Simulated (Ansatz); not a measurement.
# CH2BF3O: how energies converge with the basis set

Aim: see how fast density functionals converge with the basis set for CH2BF3O.

Program: Ansatz 0.2.0, Gaussian basis. Level of theory: one geometry, several basis sets. These are calculated values, not measurements.

The runs, in order: PBE0-D4/def2-SVP; ωB97M-V/def2-SVP; PBE0-D4/def2-QZVPP; ωB97M-V/def2-QZVPP; the functionals' def2-TZVPP values are taken from earlier runs.

## 1. The relaxed structure

All runs share one geometry, relaxed beforehand with PBE0-D4 in a triple-zeta def2 set.

SMILES `OC(F)B(F)F`, 8 atoms, charge 0, spin multiplicity 1.

Atoms are counted from 1 here; the program's logs count them from 0.

Bond lengths: O1–C2 1.380 Å, O1–H7 0.962 Å, C2–F3 1.386 Å, C2–B4 1.595 Å, C2–H8 1.100 Å, B4–F5 1.314 Å, B4–F6 1.309 Å. Angles: C2–O1–H7 109.7°, O1–C2–F3 110.6°, O1–C2–B4 107.3°, O1–C2–H8 111.6°, F3–C2–B4 110.4°, F3–C2–H8 105.5°, B4–C2–H8 111.5°, C2–B4–F5 119.4°, C2–B4–F6 122.0°, F5–B4–F6 118.6°.

As a file:

```xyz
8
CH2BF3O
O    -0.19728   -1.32394    0.46618
C     0.44651   -0.16406    0.08643
F     1.16668    0.36283    1.14667
B    -0.67351    0.86604   -0.39215
F    -1.25801    0.68913   -1.55603
F    -1.02295    1.89827    0.33297
H     0.44540   -2.03305    0.56641
H     1.18535   -0.35223   -0.70617
```

## 2. PBE0-D4 in def2-SVP

Contents of in.yaml:

```yaml
crystal:
  periodic: [false, false, false]
  atoms:
    - {symbol: O, position_ang: [-0.197280, -1.323941, 0.466184]}
    - {symbol: C, position_ang: [0.446514, -0.164055, 0.086425]}
    - {symbol: F, position_ang: [1.166678, 0.362828, 1.146667]}
    - {symbol: B, position_ang: [-0.673508, 0.866042, -0.392153]}
    - {symbol: F, position_ang: [-1.258007, 0.689134, -1.556032]}
    - {symbol: F, position_ang: [-1.022952, 1.898274, 0.332973]}
    - {symbol: H, position_ang: [0.445402, -2.033054, 0.566411]}
    - {symbol: H, position_ang: [1.185355, -0.352227, -0.706173]}
basis:
  gaussian: {orbitals: def2-SVP}
hamiltonian: {xc: pbe0, dispersion: d4}
output: {orbitals: {seedname: orbitals}}
```

The run is started by

```sh
ansatz run in.yaml --threads 4 --pin off --events-out ev --progress --plain --max-ram 10444MiB
```

The runs that follow: ωB97M-V in def2-SVP; PBE0-D4 in def2-QZVPP; ωB97M-V in def2-QZVPP.

Before running them: what should the planned runs give, taken together? Wanted: PBE0-D4: double and triple zeta above quadruple; ωB97M-V: double and triple zeta above quadruple.

**Answer**, as computed:

| quantity | value |
| --- | --- |
| PBE0-D4: double and triple zeta above quadruple | 15.05, 0.63 eV |
| ωB97M-V: double and triple zeta above quadruple | 15.30, 0.59 eV |

**Reading.** For PBE0-D4 the step from double to triple zeta gains 14.42 eV and the next only 0.63 eV. Total energies overstate the basis error of differences, where much of it tends to cancel. The LUMO of ωB97M-V is positive and keeps falling with the basis (1.84 to 1.08 eV): an unbound level that the basis holds in place.
